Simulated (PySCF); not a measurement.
# BH5OSn− (doublet): EPR parameters

Wanted: EPR parameters for BH5OSn− (doublet) (`[BH2-][O][SnH3]`).

Computed with PySCF 2.14.0 and routines of our own; the level stands in each step. Atoms count from 0.

## 1. The system as given

8 atoms, charge -1, multiplicity 2; geometry from: GFN2-xTB.

## 2. Optimising the geometry at PBE0-D3(BJ)/def2-SVP

The job: settings as JSON, then the geometry in Å.

```
{"job": {"xc": "PBE0", "basis": "def2-SVP", "d3": "d3bj", "grid": 1, "maxiter": 30, "shake": 0.01, "kind": "geom"}, "charge": -1, "multiplicity": 2}
B      1.918450    -0.325960     0.556940
O      0.698750     0.133680     0.318570
Sn    -1.428030     0.240320    -0.384230
H      2.320260    -1.383560     0.205580
H      2.692220     0.379810     1.130340
H     -1.588910     2.432020    -1.218690
H     -1.875350    -1.377200    -2.055430
H     -2.682260    -0.118250     1.549930
```

Run with:

```bash
OMP_NUM_THREADS=1 python heavy_run.py task.json out
```

This one command runs all jobs of the session in turn.

Standard output:

```text
step   0  E = -317.12001863  max force = 0.029424
step   1  E = -317.13563469  max force = 0.018960
step   2  E = -317.14851759  max force = 0.016806
step   3  E = -317.17014768  max force = 0.028061
step   4  E = -317.17822174  max force = 0.015486
step   5  E = -317.17867464  max force = 0.023231
step   6  E = -317.18940747  max force = 0.008654
step   7  E = -317.18983667  max force = 0.014188
step   8  E = -317.19258805  max force = 0.003293
step   9  E = -317.19292737  max force = 0.006190
step  10  E = -317.19343477  max force = 0.002927
step  11  E = -317.19370986  max force = 0.002481
step  12  E = -317.19376295  max force = 0.001686
step  13  E = -317.19378334  max force = 0.000499
step  14  E = -317.19379562  max force = 0.000513
step  15  E = -317.19383064  max force = 0.002767
step  16  E = -317.19379413  max force = 0.005624
step  17  E = -317.19388827  max force = 0.002739
step  18  E = -317.19391543  max force = 0.001313
step  19  E = -317.19393621  max force = 0.000538
step  20  E = -317.19393946  max force = 0.000386
optimisation converged
```

Wall time 73 s (1 thread of Arm Neoverse V1, shared host); peak memory 0.35 GiB.

Relaxation path:

```
step  energy from step 0 (eV)  largest force component (eV/Å)
   0                   0.0000                          1.5130
   1                  -0.4249                          0.9750
   2                  -0.7755                          0.8642
   3                  -1.3641                          1.4430
   4                  -1.5838                          0.7963
   5                  -1.5961                          1.1946
   6                  -1.8882                          0.4450
   7                  -1.8998                          0.7296
   8                  -1.9747                          0.1693
   9                  -1.9839                          0.3183
  10                  -1.9978                          0.1505
  11                  -2.0052                          0.1276
  12                  -2.0067                          0.0867
  13                  -2.0072                          0.0257
  14                  -2.0076                          0.0264
  15                  -2.0085                          0.1423
  16                  -2.0075                          0.2892
  17                  -2.0101                          0.1408
  18                  -2.0108                          0.0675
  19                  -2.0114                          0.0277
  20                  -2.0115                          0.0198
```

Distances of close pairs at the start and the end, largest changes first:

```
  bond  before (Å)  after (Å)  change (Å)
Sn2–H6       2.368      1.772      -0.597
Sn2–H5       2.351      1.772      -0.579
Sn2–H7       2.333      1.773      -0.560
 B0–H3       1.185      1.244      +0.059
 B0–H4       1.194      1.246      +0.052
 B0–O1       1.325      1.302      -0.023
O1–Sn2       2.242      2.238      -0.004
```

The next job starts from the end point, and lists it.

```
                         at the end point                 value
  point group (found at 0.08 Å tolerance)                    C1
rotational constants (GHz, main isotopes)  30.742, 2.755, 2.652
                                     ⟨S²⟩                 0.753
```

## 3. EPR parameters: PBE0/pcH-1 Sn:dyall-v2z, spin–orbit

The job: settings as JSON, then the geometry in Å.

```
{"job": {"kind": "hepr", "xc": "PBE0", "basis": {"default": "pcH-1", "Sn": "dyall-v2z"}, "rel": "so"}, "charge": -1, "multiplicity": 2}
B      1.470776    -0.223154     0.408801
O      0.359616     0.435909     0.574092
Sn    -1.609602     0.193063    -0.461366
H      1.607009    -1.158995    -0.399434
H      2.480397     0.070105     1.077115
H     -1.256577     1.836327    -1.023047
H     -0.810855    -1.162402    -1.276438
H     -2.186102    -0.010370     1.203316
```

Level: PBE0/pcH-1 Sn:dyall-v2z EPR parameters from three collinear SCF solutions, X2C with spin-orbit coupling, screened-nuclear two-electron part, Gaussian nuclei, gas phase.

Standard output:

```text
spin-free SCF
coarse grid: 30752 points
cycle   1  E = -6279.1358355569  dE = -3.004e-01  |g| = 6.147e-01  |ddm| = 1.781e+00
cycle   2  E = -6278.3258049187  dE =  8.100e-01  |g| = 1.465e+00  |ddm| = 2.919e+00
cycle   3  E = -6279.2867164026  dE = -9.609e-01  |g| = 7.845e-02  |ddm| = 2.346e+00
cycle   4  E = -6279.2894528513  dE = -2.736e-03  |g| = 3.587e-02  |ddm| = 1.155e-01
cycle   5  E = -6279.2900100453  dE = -5.572e-04  |g| = 9.337e-03  |ddm| = 4.826e-02
cycle   6  E = -6279.2900263935  dE = -1.635e-05  |g| = 1.894e-03  |ddm| = 6.653e-03
cycle   7  E = -6279.2900285413  dE = -2.148e-06  |g| = 5.510e-04  |ddm| = 3.419e-03
final grid: 63320 points
cycle   8  E = -6279.2906583311  dE = -3.115e-06  |g| = 2.158e-03  |ddm| = 2.080e-03
cycle   9  E = -6279.2906583286  dE =  2.451e-09  |g| = 6.982e-04  |ddm| = 1.486e-03
cycle  10  E = -6279.2906582333  dE =  9.529e-08  |g| = 8.790e-04  |ddm| = 1.254e-03
cycle  11  E = -6279.2906584677  dE = -2.343e-07  |g| = 1.973e-04  |ddm| = 8.802e-04
cycle  12  E = -6279.2906584803  dE = -1.266e-08  |g| = 2.394e-05  |ddm| = 1.709e-04
cycle  13  E = -6279.2906584818  dE = -1.510e-09  |g| = 1.418e-05  |ddm| = 1.814e-04
converged SCF energy = -6279.2906584818
two-component SCF, magnetisation along principal axis 1
cycle   1  E = -6278.6427113129  dE = -6.279e+03  |FDS-SDF| = 9.770e+01
cycle   2  E = -6280.1263368733  dE = -1.484e+00  |FDS-SDF| = 3.260e-01
cycle   3  E = -6280.1268157363  dE = -4.789e-04  |FDS-SDF| = 1.104e-02
cycle   4  E = -6280.1268243392  dE = -8.603e-06  |FDS-SDF| = 6.401e-03
cycle   5  E = -6280.1268263758  dE = -2.037e-06  |FDS-SDF| = 1.403e-03
cycle   6  E = -6280.1268268357  dE = -4.599e-07  |FDS-SDF| = 3.835e-04
cycle   7  E = -6280.1268269192  dE = -8.356e-08  |FDS-SDF| = 2.121e-04
cycle   8  E = -6280.1268269335  dE = -1.424e-08  |FDS-SDF| = 1.041e-04
cycle   9  E = -6280.1268269379  dE = -4.385e-09  |FDS-SDF| = 1.247e-05
converged, E = -6280.1268269379
two-component SCF, magnetisation along principal axis 2
cycle   1  E = -6278.6427113131  dE = -6.279e+03  |FDS-SDF| = 9.770e+01
cycle   2  E = -6280.1263433997  dE = -1.484e+00  |FDS-SDF| = 3.261e-01
cycle   3  E = -6280.1268231342  dE = -4.797e-04  |FDS-SDF| = 1.104e-02
cycle   4  E = -6280.1268316457  dE = -8.512e-06  |FDS-SDF| = 6.402e-03
cycle   5  E = -6280.1268336422  dE = -1.996e-06  |FDS-SDF| = 1.393e-03
cycle   6  E = -6280.1268340718  dE = -4.297e-07  |FDS-SDF| = 3.690e-04
cycle   7  E = -6280.1268341457  dE = -7.393e-08  |FDS-SDF| = 1.948e-04
cycle   8  E = -6280.1268341578  dE = -1.202e-08  |FDS-SDF| = 9.730e-05
cycle   9  E = -6280.1268341616  dE = -3.856e-09  |FDS-SDF| = 1.175e-05
converged, E = -6280.1268341616
two-component SCF, magnetisation along principal axis 3
cycle   1  E = -6278.6427113130  dE = -6.279e+03  |FDS-SDF| = 9.770e+01
cycle   2  E = -6280.1263435147  dE = -1.484e+00  |FDS-SDF| = 3.261e-01
cycle   3  E = -6280.1268232385  dE = -4.797e-04  |FDS-SDF| = 1.104e-02
cycle   4  E = -6280.1268317341  dE = -8.496e-06  |FDS-SDF| = 6.402e-03
cycle   5  E = -6280.1268337269  dE = -1.993e-06  |FDS-SDF| = 1.393e-03
cycle   6  E = -6280.1268341545  dE = -4.275e-07  |FDS-SDF| = 3.681e-04
cycle   7  E = -6280.1268342275  dE = -7.308e-08  |FDS-SDF| = 1.936e-04
cycle   8  E = -6280.1268342395  dE = -1.198e-08  |FDS-SDF| = 9.707e-05
cycle   9  E = -6280.1268342433  dE = -3.782e-09  |FDS-SDF| = 1.163e-05
converged, E = -6280.1268342433

g tensor 1.99693 2.00603 2.00661   isotropic 2.00319

Hyperfine (MHz)
atom isotope      a_iso        A1        A2        A3
  0    11B       -1.15      -2.33      -1.14       0.02
  1    17O      -49.07     -54.46     -46.81     -45.94
  2  119Sn    -2755.32   -3750.64   -2259.03   -2256.29
  3     1H        0.87      -0.89       0.28       3.22
  4     1H       -1.32      -2.18      -1.83       0.06
  5     1H      177.87     175.48     175.81     182.31
  6     1H      183.43     181.26     181.63     187.40
  7     1H      184.89     182.51     182.85     189.32

Field gradients (au) and densities at the nuclei (bohr^-3)
atom        Vxx        Vyy        Vzz        centre      nuclear mean
  0 B     -0.1409    -0.2097     0.3505         70.983         70.982
  1 O      0.3458     0.4755    -0.8214        312.248        312.237
  2 Sn    -0.6611    -0.8374     1.4985     188489.323     183409.200
  3 H     -0.0805    -0.0929     0.1734          0.452          0.452
  4 H     -0.0814    -0.0942     0.1756          0.452          0.452
  5 H     -0.0430    -0.0532     0.0963          0.388          0.388
  6 H     -0.0428    -0.0513     0.0941          0.386          0.386
  7 H     -0.0427    -0.0531     0.0957          0.387          0.387
without picture change
  2 Sn                           1.6789                    399747.790
```

It took 2.4 min on 1 thread of Arm Neoverse V1, shared host; peak memory 0.95 GiB.

From this job:

```
quantity   value
  g(iso)  2.0032
```

Mulliken spin populations:

```
atom  value (e)
  B0      -0.01
  O1       0.01
 Sn2       0.59
  H3       0.00
  H4       0.00
  H5       0.13
  H6       0.13
  H7       0.14
```

## 4. EPR parameters: PBE0/pcH-1 Sn:dyall-v2z, spin-free

The job, as its differences from that of step 3:

```diff
@@ -1,2 +1,2 @@
-{"job": {"kind": "hepr", "xc": "PBE0", "basis": {"default": "pcH-1", "Sn": "dyall-v2z"}, "rel": "so"}, "charge": -1, "multiplicity": 2}
+{"job": {"kind": "hepr", "xc": "PBE0", "basis": {"default": "pcH-1", "Sn": "dyall-v2z"}, "rel": "sf"}, "charge": -1, "multiplicity": 2}
 B      1.470776    -0.223154     0.408801
```

Method: PBE0/pcH-1 Sn:dyall-v2z EPR parameters from three collinear SCF solutions, X2C without spin-orbit coupling, Gaussian nuclei, gas phase.

Standard output:

```text
spin-free SCF
coarse grid: 30752 points
cycle   1  E = -6279.1358355569  dE = -3.004e-01  |g| = 6.147e-01  |ddm| = 1.781e+00
cycle   2  E = -6278.3258049187  dE =  8.100e-01  |g| = 1.465e+00  |ddm| = 2.919e+00
cycle   3  E = -6279.2867164026  dE = -9.609e-01  |g| = 7.845e-02  |ddm| = 2.346e+00
cycle   4  E = -6279.2894528513  dE = -2.736e-03  |g| = 3.587e-02  |ddm| = 1.155e-01
cycle   5  E = -6279.2900100453  dE = -5.572e-04  |g| = 9.337e-03  |ddm| = 4.826e-02
cycle   6  E = -6279.2900263935  dE = -1.635e-05  |g| = 1.894e-03  |ddm| = 6.653e-03
cycle   7  E = -6279.2900285413  dE = -2.148e-06  |g| = 5.510e-04  |ddm| = 3.419e-03
final grid: 63320 points
cycle   8  E = -6279.2906583311  dE = -3.115e-06  |g| = 2.158e-03  |ddm| = 2.080e-03
cycle   9  E = -6279.2906583286  dE =  2.451e-09  |g| = 6.982e-04  |ddm| = 1.486e-03
cycle  10  E = -6279.2906582333  dE =  9.529e-08  |g| = 8.790e-04  |ddm| = 1.254e-03
cycle  11  E = -6279.2906584677  dE = -2.343e-07  |g| = 1.973e-04  |ddm| = 8.802e-04
cycle  12  E = -6279.2906584803  dE = -1.266e-08  |g| = 2.394e-05  |ddm| = 1.709e-04
cycle  13  E = -6279.2906584818  dE = -1.510e-09  |g| = 1.418e-05  |ddm| = 1.814e-04
converged SCF energy = -6279.2906584818
two-component SCF, magnetisation along principal axis 1
cycle   1  E = -6279.2906584826  dE = -6.279e+03  |FDS-SDF| = 2.005e-05
cycle   2  E = -6279.2906584828  dE = -1.846e-10  |FDS-SDF| = 1.519e-05
converged, E = -6279.2906584828
two-component SCF, magnetisation along principal axis 2
cycle   1  E = -6279.2906584826  dE = -6.279e+03  |FDS-SDF| = 2.005e-05
cycle   2  E = -6279.2906584828  dE = -2.165e-10  |FDS-SDF| = 1.519e-05
converged, E = -6279.2906584828
two-component SCF, magnetisation along principal axis 3
cycle   1  E = -6279.2906584827  dE = -6.279e+03  |FDS-SDF| = 2.005e-05
cycle   2  E = -6279.2906584828  dE = -1.219e-10  |FDS-SDF| = 1.519e-05
converged, E = -6279.2906584828

g tensor 2.00244 2.00244 2.00246   isotropic 2.00245

Hyperfine (MHz)
atom isotope      a_iso        A1        A2        A3
  0    11B       -1.16      -2.37      -1.19       0.06
  1    17O      -49.03     -54.30     -46.81     -45.98
  2  119Sn    -2818.48   -3565.21   -2446.15   -2444.08
  3     1H        0.88      -0.85       0.36       3.14
  4     1H       -1.33      -2.18      -1.81       0.01
  5     1H      177.69     174.92     176.03     182.12
  6     1H      183.33     180.75     181.94     187.31
  7     1H      184.73     182.00     183.06     189.14

Field gradients (au) and densities at the nuclei (bohr^-3)
atom        Vxx        Vyy        Vzz        centre      nuclear mean
  0 B     -0.1409    -0.2097     0.3505         70.983         70.982
  1 O      0.3462     0.4754    -0.8215        312.247        312.237
  2 Sn    -0.6627    -0.8387     1.5014     188376.844     183296.627
  3 H     -0.0805    -0.0929     0.1734          0.452          0.452
  4 H     -0.0814    -0.0942     0.1756          0.452          0.452
  5 H     -0.0431    -0.0533     0.0964          0.388          0.388
  6 H     -0.0429    -0.0513     0.0942          0.386          0.386
  7 H     -0.0427    -0.0531     0.0958          0.387          0.387
without picture change
  2 Sn                           1.6869                    399760.294
```

Run time: 60 s. Hardware: 1 thread of Arm Neoverse V1, shared host; peak memory 0.85 GiB.

In short:

```
quantity   value
  g(iso)  2.0025
```

## 5. EPR parameters: PBE0/pcH-1 Sn:dyall-v2z, non-relativistic

The job, as its differences from that of step 4:

```diff
@@ -1,2 +1,2 @@
-{"job": {"kind": "hepr", "xc": "PBE0", "basis": {"default": "pcH-1", "Sn": "dyall-v2z"}, "rel": "sf"}, "charge": -1, "multiplicity": 2}
+{"job": {"kind": "hepr", "xc": "PBE0", "basis": {"default": "pcH-1", "Sn": "dyall-v2z"}, "rel": "nr"}, "charge": -1, "multiplicity": 2}
 B      1.470776    -0.223154     0.408801
```

Method: PBE0/pcH-1 Sn:dyall-v2z EPR parameters from three collinear SCF solutions, non-relativistic, Gaussian nuclei, gas phase.

Standard output:

```text
non-relativistic SCF
coarse grid: 30752 points
cycle   1  E = -6127.6829500770  dE = -1.725e+02  |g| = 5.011e+00  |ddm| = 2.177e+00
cycle   2  E = -6126.8937125832  dE =  7.892e-01  |g| = 2.128e+00  |ddm| = 2.754e+00
cycle   3  E = -6126.8984444545  dE = -4.732e-03  |g| = 1.876e+00  |ddm| = 3.145e+00
cycle   4  E = -6128.0001577861  dE = -1.102e+00  |g| = 2.051e-01  |ddm| = 1.201e+00
cycle   5  E = -6128.0040478460  dE = -3.890e-03  |g| = 1.109e-01  |ddm| = 1.880e-01
cycle   6  E = -6128.0071160197  dE = -3.068e-03  |g| = 1.953e-02  |ddm| = 1.133e-01
cycle   7  E = -6128.0072683523  dE = -1.523e-04  |g| = 1.720e-03  |ddm| = 2.382e-02
cycle   8  E = -6128.0072711975  dE = -2.845e-06  |g| = 5.176e-04  |ddm| = 6.007e-03
final grid: 63320 points
cycle   9  E = -6128.0074241376  dE = -4.145e-07  |g| = 4.307e-04  |ddm| = 2.538e-03
cycle  10  E = -6128.0074242145  dE = -7.689e-08  |g| = 3.354e-04  |ddm| = 1.195e-03
cycle  11  E = -6128.0074242728  dE = -5.830e-08  |g| = 1.076e-04  |ddm| = 5.119e-04
cycle  12  E = -6128.0074242780  dE = -5.231e-09  |g| = 7.691e-05  |ddm| = 2.373e-04
converged SCF energy = -6128.0074242780
two-component SCF, magnetisation along principal axis 1
cycle   1  E = -6128.0074242780  dE = -6.128e+03  |FDS-SDF| = 1.088e-04
cycle   2  E = -6128.0074242765  dE =  1.524e-09  |FDS-SDF| = 1.745e-04
cycle   3  E = -6128.0074242820  dE = -5.451e-09  |FDS-SDF| = 2.058e-05
converged, E = -6128.0074242820
two-component SCF, magnetisation along principal axis 2
cycle   1  E = -6128.0074242781  dE = -6.128e+03  |FDS-SDF| = 1.088e-04
cycle   2  E = -6128.0074242764  dE =  1.608e-09  |FDS-SDF| = 1.745e-04
cycle   3  E = -6128.0074242820  dE = -5.532e-09  |FDS-SDF| = 2.057e-05
converged, E = -6128.0074242820
two-component SCF, magnetisation along principal axis 3
cycle   1  E = -6128.0074242781  dE = -6.128e+03  |FDS-SDF| = 1.088e-04
cycle   2  E = -6128.0074242765  dE =  1.627e-09  |FDS-SDF| = 1.745e-04
cycle   3  E = -6128.0074242820  dE = -5.541e-09  |FDS-SDF| = 2.057e-05
converged, E = -6128.0074242820

Hyperfine (MHz)
atom isotope      a_iso        A1        A2        A3
  0    11B       -1.25      -2.51      -1.33       0.10
  1    17O      -53.45     -60.11     -50.51     -49.72
  2  119Sn    -1836.95   -2517.29   -1497.58   -1496.00
  3     1H        0.56      -1.10       0.09       2.69
  4     1H       -0.50      -1.36      -0.99       0.86
  5     1H      145.47     142.15     143.85     150.42
  6     1H      149.81     146.68     148.39     154.35
  7     1H      151.59     148.30     149.96     156.50

Field gradients (au) and densities at the nuclei (bohr^-3)
atom        Vxx        Vyy        Vzz        centre      nuclear mean
  0 B     -0.1422    -0.2102     0.3525         70.673         70.672
  1 O      0.3415     0.4819    -0.8234        308.680        308.667
  2 Sn    -0.5294    -0.6859     1.2153      87231.560      86941.574
  3 H     -0.0805    -0.0928     0.1733          0.452          0.452
  4 H     -0.0813    -0.0942     0.1755          0.452          0.452
  5 H     -0.0458    -0.0568     0.1026          0.393          0.393
  6 H     -0.0457    -0.0547     0.1003          0.391          0.391
  7 H     -0.0454    -0.0566     0.1020          0.392          0.392
```

Run time: 47 s. Hardware: 1 thread of Arm Neoverse V1, shared host; peak memory 0.83 GiB.

## 6. What came out

| quantity | value |
| --- | --- |
| point group | C1 |
| rotational constants (main isotopes) | 30.74, 2.75, 2.65 GHz |
| g(iso) (step 3, PBE0/pcH-1 Sn:dyall-v2z, spin–orbit) | 2.0032 |
| a(iso) (step 3, PBE0/pcH-1 Sn:dyall-v2z, spin–orbit) | 119Sn Sn2 -2755.3, 1H H7 184.9, 1H H6 183.4 MHz |
| g(iso) (step 4, PBE0/pcH-1 Sn:dyall-v2z, spin-free) | 2.0025 |
| a(iso) (step 4, PBE0/pcH-1 Sn:dyall-v2z, spin-free) | 119Sn Sn2 -2818.5, 1H H7 184.7, 1H H6 183.3 MHz |
| a(iso) (step 5, PBE0/pcH-1 Sn:dyall-v2z, non-relativistic) | 119Sn Sn2 -1837.0, 1H H7 151.6, 1H H6 149.8 MHz |

**Reading.** The optimisation took 20 steps and gained 2.011 eV; among the close pairs (by a distance rule), Sn2–H6 changed most, from 2.368 to 1.772 Å. Without spin-orbit coupling g stays near the free electron's, so those rows hold no g shift.
